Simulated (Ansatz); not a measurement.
**C2H4B2: basis-set convergence**

One table from this session's results is given with a row withheld; the runs are named, their logs left out.

Method: one geometry, several basis sets; program: Ansatz 0.2.0, Gaussian basis.

The runs, in order: PBE0-D4/def2-SVP; ωB97M-V/def2-SVP; PBE0-D4/def2-QZVPP; ωB97M-V/def2-QZVPP; the functionals' def2-TZVPP values are taken from earlier runs.

## The relaxed structure

All runs share one geometry, relaxed beforehand with PBE0-D4 in a triple-zeta def2 set.

SMILES `BC1=CB1`, 8 atoms, charge 0, spin multiplicity 1.

Atoms are counted from 1 here; the program's logs count them from 0.

Bond lengths: B1–C2 1.457 Å, B1–H5 1.195 Å, B1–H6 1.195 Å, C2–C3 1.335 Å, C2–B4 1.557 Å, C3–B4 1.444 Å, C3–H7 1.078 Å, B4–H8 1.178 Å. Angles: C2–B1–H5 119.1°, C2–B1–H6 119.1°, H5–B1–H6 121.7°, B1–C2–C3 150.5°, B1–C2–B4 91.2°, C3–C2–B4 59.3°, C2–C3–B4 68.0°, C2–C3–H7 136.2°, B4–C3–H7 155.8°, C2–B4–C3 52.7°, C2–B4–H8 152.6°, C3–B4–H8 154.7°.

The first run:

in.yaml reads:

```yaml
crystal:
  periodic: [false, false, false]
  atoms:
    - {symbol: B, position_ang: [-0.474757, 1.182965, -0.207844]}
    - {symbol: C, position_ang: [0.378019, 0.277180, 0.549828]}
    - {symbol: C, position_ang: [0.880681, -0.941767, 0.761406]}
    - {symbol: B, position_ang: [-0.024042, -0.917648, -0.364129]}
    - {symbol: H, position_ang: [-0.011328, 1.781327, -1.132634]}
    - {symbol: H, position_ang: [-1.606541, 1.343876, 0.140338]}
    - {symbol: H, position_ang: [1.563964, -1.390780, 1.463489]}
    - {symbol: H, position_ang: [-0.613796, -1.392253, -1.266254]}
basis:
  gaussian: {orbitals: def2-SVP}
hamiltonian: {xc: pbe0, dispersion: d4}
output: {orbitals: {seedname: orbitals}}
```

On the command line:

```sh
ansatz run in.yaml --threads 2 --pin off --events-out ev --progress --plain --max-ram 4352MiB
```

Steps of the session up to this table: PBE0-D4 in def2-SVP; ωB97M-V in def2-SVP; PBE0-D4 in def2-QZVPP; ωB97M-V in def2-QZVPP.

One table of the session follows, with a row left open; its other results are not shown here.

It belongs to the step «Functionals by basis». 

```
functional       basis  HOMO (eV)
   PBE0-D4    def2-SVP          ?
   PBE0-D4  def2-TZVPP      -7.97
   PBE0-D4  def2-QZVPP      -7.97
   ωB97M-V    def2-SVP     -10.15
   ωB97M-V  def2-TZVPP     -10.15
   ωB97M-V  def2-QZVPP     -10.15
```

Q: Estimate the row for PBE0-D4, def2-SVP from the others.

The run gave: HOMO (eV): -7.99. In the column «HOMO (eV)» it lies between ωB97M-V, def2-QZVPP (-10.15) and PBE0-D4, def2-TZVPP (-7.97).
